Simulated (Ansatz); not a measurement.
**C5H16BNSi: up Jacob's ladder to CCSD(T)**

One table from this session's results is given with a row withheld; the runs are named, their logs left out.

Program: Ansatz 0.2.0, Gaussian basis. Level of theory: functionals in def2-TZVPP, the program's frozen cores in correlated methods. These are calculated values, not measurements.

Plan: LDA (SPW92), PBE-D4, revPBE-D4, BLYP-D4, r2SCAN-D4, B97M-V, PBE0-D4, B3LYP-D4, r2SCANh-D4, r2SCAN0-D4, HSE06-D4, BHLYP-D4, CAM-B3LYP-D4, LC-ωPBE, ωB97X-V, ωB97M-V, B2PLYP, PBE-QIDH; CCSD(T)/def2-SVP; CCSD(T)/def2-TZVPP; MP2/def2-QZVPP; extrapolation to the limit; RPA on PBE.

## The relaxed structure

The geometry comes from an earlier relaxation with PBE0-D4 in a triple-zeta def2 set; it is a stationary point, not always the lowest conformer.

SMILES `BN(CC)[Si](C)(C)C`, 24 atoms, charge 0, spin multiplicity 1.

Atoms are counted from 1 here; the program's logs count them from 0.

Bond lengths: B1–N2 1.392 Å, B1–H9 1.201 Å, B1–H10 1.200 Å, N2–C3 1.462 Å, N2–Si5 1.774 Å, C3–C4 1.518 Å, C3–H11 1.094 Å, C3–H12 1.093 Å, C4–H13 1.093 Å, C4–H14 1.092 Å, C4–H15 1.093 Å, Si5–C6 1.867 Å, Si5–C7 1.872 Å, Si5–C8 1.869 Å, C6–H16 1.093 Å, C6–H17 1.094 Å, C6–H18 1.091 Å, C7–H19 1.094 Å and more. Angles: N2–B1–H9 120.0°, N2–B1–H10 119.6°, H9–B1–H10 120.4°, B1–N2–C3 120.1°, B1–N2–Si5 119.5°, C3–N2–Si5 120.3°, N2–C3–C4 112.8°, N2–C3–H11 109.8°, N2–C3–H12 108.0°, C4–C3–H11 109.7°, C4–C3–H12 109.5°, H11–C3–H12 106.9°, C3–C4–H13 110.7°, C3–C4–H14 110.4°, C3–C4–H15 111.5°, H13–C4–H14 108.4°, H13–C4–H15 107.8°, H14–C4–H15 107.8° and more.

The first run:

in.yaml

```yaml
crystal:
  periodic: [false, false, false]
  atoms:
    - {symbol: B, position_ang: [0.841402, -1.437406, -1.530624]}
    - {symbol: N, position_ang: [-0.003373, -0.876169, -0.576464]}
    - {symbol: C, position_ang: [-0.890885, -1.730191, 0.210681]}
    - {symbol: C, position_ang: [-0.334701, -2.047039, 1.586796]}
    - {symbol: Si, position_ang: [0.086730, 0.864979, -0.247439]}
    - {symbol: C, position_ang: [0.087003, 1.808203, -1.858376]}
    - {symbol: C, position_ang: [-1.418826, 1.368297, 0.744848]}
    - {symbol: C, position_ang: [1.643061, 1.240092, 0.716688]}
    - {symbol: H, position_ang: [0.803174, -2.618334, -1.746638]}
    - {symbol: H, position_ang: [1.607391, -0.734183, -2.129979]}
    - {symbol: H, position_ang: [-1.871185, -1.253855, 0.309509]}
    - {symbol: H, position_ang: [-1.044079, -2.659341, -0.343698]}
    - {symbol: H, position_ang: [-1.021647, -2.690666, 2.142038]}
    - {symbol: H, position_ang: [0.625592, -2.560599, 1.500541]}
    - {symbol: H, position_ang: [-0.177496, -1.139339, 2.174944]}
    - {symbol: H, position_ang: [-0.801835, 1.571357, -2.448611]}
    - {symbol: H, position_ang: [0.085427, 2.884514, -1.662861]}
    - {symbol: H, position_ang: [0.965191, 1.576419, -2.463374]}
    - {symbol: H, position_ang: [-1.371318, 2.442872, 0.943592]}
    - {symbol: H, position_ang: [-2.345423, 1.177837, 0.197036]}
    - {symbol: H, position_ang: [-1.483775, 0.859911, 1.709429]}
    - {symbol: H, position_ang: [2.525780, 0.929527, 0.151660]}
    - {symbol: H, position_ang: [1.732694, 2.310891, 0.920298]}
    - {symbol: H, position_ang: [1.656101, 0.711924, 1.673405]}
basis:
  gaussian: {orbitals: def2-TZVPP}
hamiltonian: {xc: lda}
output: {orbitals: {seedname: orbitals}}
```

Launch:

```console
ansatz run in.yaml --threads 4 --pin off --events-out ev --progress --plain --max-ram 66560MiB --backend cuda --devices 0, --max-vram 37GiB
```

Steps of the session up to this table: LDA; PBE-D4 (GGA); revPBE-D4 (GGA); BLYP-D4 (GGA); r2SCAN-D4 (meta-GGA); B97M-V (meta-GGA); B3LYP-D4 (hybrid); r2SCANh-D4 (hybrid); r2SCAN0-D4 (hybrid); HSE06-D4 (hybrid); BHLYP-D4 (hybrid); CAM-B3LYP-D4 (range-separated); LC-ωPBE (range-separated); ωB97X-V (range-separated); ωB97M-V (range-separated); B2PLYP (double hybrid); PBE-QIDH (double hybrid).

One of the session's tables, all rows but one given; the rest of the session is left out.

It belongs to the step «Frontier levels by functional». 

| functional | HOMO (eV) | gap (eV) |
| --- | --- | --- |
| LDA (SPW92) | -6.42 | 5.25 |
| PBE-D4 | -6.27 | 5.35 |
| revPBE-D4 | -6.20 | 5.40 |
| BLYP-D4 | -6.13 | 5.35 |
| r2SCAN-D4 | -6.48 | 5.89 |
| B97M-V | -6.60 | 5.89 |
| PBE0-D4 | -7.48 | 7.49 |
| B3LYP-D4 | -7.27 | 7.06 |
| r2SCANh-D4 | ? | ? |
| r2SCAN0-D4 | -7.64 | 7.85 |
| HSE06-D4 | -7.08 | 6.72 |
| BHLYP-D4 | -8.61 | 9.56 |
| CAM-B3LYP-D4 | -8.83 | 9.87 |
| LC-ωPBE | -10.17 | 12.38 |
| ωB97X-V | -9.83 | 11.89 |
| ωB97M-V | -9.76 | 11.54 |

**Question.** Estimate the row for r2SCANh-D4.

Worked estimate for «HOMO (eV)». Against the share of exact exchange, r2SCAN-D4 (0, -6.48), r2SCAN0-D4 (0.25, -7.64) give a slope of -4.64 per unit share; at 0.1 the line stands at -6.94.

**Answer.** HOMO (eV): -6.94; gap (eV): 6.68. In «HOMO (eV)» the line misses by 0.00.
